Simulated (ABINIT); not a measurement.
Here is an ABINIT 10.8.3 (patched build) calculation.

Contents of run.abi:

```
# Pseudopotentials
pp_dirpath "./"
pseudos "Al_ONCV_PBE-1.2.upf, Cl_ONCV_PBE-1.2.upf"

# Structure
acell 4.4670418868 4.4670418868 4.4670418868 Angstrom
rprim
     0.0000000000     0.7071067812     0.7071067812
     0.7071067812     0.0000000000     0.7071067812
     0.7071067812     0.7071067812     0.0000000000
ntypat 2
znucl 13 17
natom 3
typat 1 1 2
xred
     0.2500000000     0.2500000000     0.2500000000
     0.7500000000     0.7500000000     0.7500000000
     0.0000000000     0.0000000000     0.0000000000

# Plane-wave basis
ecut 35.0

# k points
kptopt 1
ngkpt 5 5 5
nshiftk 1
shiftk 0.0 0.0 0.0

# Exchange and correlation
ixc 15

# Bands and occupations
nband 19
occopt 3
tsmear 0.00183747

# SCF cycle
nstep 100
tolvrs 1.0e-10

# Output
iomode 3
prtwf 0
prtden 0
prteig 0
prtebands 0
enunit 1
```

Potentials or basis: SG15 NC PBE v1.2.

Run with:

```bash
$ abinit run.abi > log 2>&1
```

Task: What does it give for the pressure?

Result: 11.8 GPa.

Task: Estimate the band gap on the k mesh.

Result: None (metal or under the smearing width).

Caveat: the potentials were made for another functional, which shifts forces and pressure; an odd number of electrons without spin polarisation forces a metal; a magnetic or distorted state may lie lower.
